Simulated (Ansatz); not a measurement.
# Cl2H2N2W (W(NH)2Cl2): the cost of one run

The runs use Ansatz 0.2.0, Gaussian basis; the settings change from run to run.

## (1) The geometry

The geometry comes from an earlier relaxation with PBE-D4/def2-SVP; it is a stationary point, not always the lowest conformer. W takes a core potential in def2 sets; no spin-orbit term is included.

7 atoms, charge 0, spin multiplicity 1.

Atoms are counted from 1 here; the program's logs count them from 0.

Bond lengths: W1–N2 1.757 Å, W1–N4 1.757 Å, W1–Cl6 2.304 Å, W1–Cl7 2.304 Å, N2–H3 1.025 Å, N4–H5 1.025 Å. Angles: N2–W1–N4 109.6°, N2–W1–Cl6 107.3°, N2–W1–Cl7 107.3°, N4–W1–Cl6 107.3°, N4–W1–Cl7 107.3°, Cl6–W1–Cl7 117.8°, W1–N2–H3 154.5°, W1–N4–H5 154.6°.

As a file:

```
W    -0.4039    0.0064   -0.2838
N    -0.4013   -0.0155    1.4727
H     0.0406   -0.0300    2.3972
N     1.2499    0.0024   -0.8761
H     2.2696   -0.0058   -0.7738
Cl   -1.3644    1.9942   -0.9437
Cl   -1.3904   -1.9517   -0.9925
```

## (2) CAM-B3LYP/def2-TZVP

Set apart from the defaults: charge +1, multiplicity 2, restricted open-shell orbitals, atoms shaken by 0.08 Å, a grid of angular degree 11.

Input file in.yaml:

```yaml
crystal:
  periodic: [false, false, false]
  atoms:
    - {symbol: W, position_ang: [-0.472983, 0.043050, -0.288377]}
    - {symbol: N, position_ang: [-0.407374, -0.121154, 1.414399]}
    - {symbol: H, position_ang: [0.061785, -0.191116, 2.406586]}
    - {symbol: N, position_ang: [1.284070, -0.015801, -0.926102]}
    - {symbol: H, position_ang: [2.320938, 0.004024, -0.860098]}
    - {symbol: Cl, position_ang: [-1.422032, 1.881162, -1.013306]}
    - {symbol: Cl, position_ang: [-1.419546, -1.908881, -1.068570]}
basis:
  gaussian: {orbitals: def2-TZVP, final_grid: {core_spheres: 5, valence_spheres: 4, degree: 11}}
total_charge: 1
magnetization: {spin_polarized: false, initial_magnetization: 1}
hamiltonian: {xc: {name: CAM-B3LYP}}
scf: {omitted_lower_state_checks: [starts]}
output: {forces: true}
```

Run with:

```console
$ ansatz run in.yaml --threads 4 --pin off --events-out ev --progress --plain --max-ram 3916MiB
```

**Question.** How long does this run take on 4 threads of Arm Neoverse V2, shared host, and how much memory does it need?

About 8.5 s, with a peak of 0.97 GiB.
